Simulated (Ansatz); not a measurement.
# CH₂NOSi radical: one structure at several levels

One table from this session's results is given with a row withheld; the runs are named, their logs left out.

Computed with Ansatz 0.2.0, Gaussian basis. Level: single points in def2-TZVPP.

Correlated methods freeze the cores. Orbitals are unrestricted.

### Starting geometry

SMILES `O=C=N[SiH2]`, 6 atoms, charge 0, spin multiplicity 2.

Atoms are counted from 1 here; the program's logs count them from 0.

Bond lengths: O1–C2 1.148 Å, C2–N3 1.198 Å, N3–Si4 1.715 Å, Si4–H5 1.458 Å, Si4–H6 1.492 Å. Angles: O1–C2–N3 176.4°, C2–N3–Si4 157.7°, N3–Si4–H5 111.7°, N3–Si4–H6 105.4°, H5–Si4–H6 119.1°.

Coordinates:

```xyz
6
CH2NOSi
O     1.29230   -2.05180    1.28510
C     0.71590   -1.15430    0.86020
N     0.05300   -0.26200    0.41370
Si   -0.72320    0.69410   -0.77990
H     0.22380    1.19100   -1.77150
H    -1.56150    1.66970   -0.02400
```

The first run:

File run/in.yaml:

```yaml
crystal:
  periodic: [false, false, false]
  atoms:
    - {symbol: O, position_ang: [1.292300, -2.051800, 1.285100]}
    - {symbol: C, position_ang: [0.715900, -1.154300, 0.860200]}
    - {symbol: N, position_ang: [0.053000, -0.262000, 0.413700]}
    - {symbol: Si, position_ang: [-0.723200, 0.694100, -0.779900]}
    - {symbol: H, position_ang: [0.223800, 1.191000, -1.771500]}
    - {symbol: H, position_ang: [-1.561500, 1.669700, -0.024000]}
basis:
  gaussian: {orbitals: def2-TZVPP}
magnetization: {spin_polarized: true, initial_magnetization: 1}
correlation: {method: ccsd_t}
scf: {omitted_lower_state_checks: [cluster_reference]}
```

The command line of these runs was not kept.

Steps of the session up to this table: CCSD(T)/def2-TZVPP; PBE0-D4/def2-TZVPP; wB97M-V/def2-TZVPP; r2SCAN-D4/def2-TZVPP; PBE-D4/def2-TZVPP; CAM-B3LYP-D4/def2-TZVPP; BLYP-D4/def2-TZVPP.

One of the session's tables, all rows but one given; the rest of the session is left out.

| method | RMS force component (eV/Å) | dipole (D) |
| --- | --- | --- |
| PBE0-D4 | 0.682 | 1.83 |
| wB97M-V | 0.681 | 1.79 |
| r2SCAN-D4 | ? | ? |
| PBE-D4 | 1.000 | 1.67 |
| CAM-B3LYP-D4 | 0.662 | 1.88 |
| BLYP-D4 | 1.034 | 1.69 |

Q: Estimate the row for r2SCAN-D4 from the others.

As computed: RMS force component (eV/Å): 0.784; dipole (D): 1.74. In the column «RMS force component (eV/Å)» it lies between PBE0-D4 (0.682) and PBE-D4 (1.000).
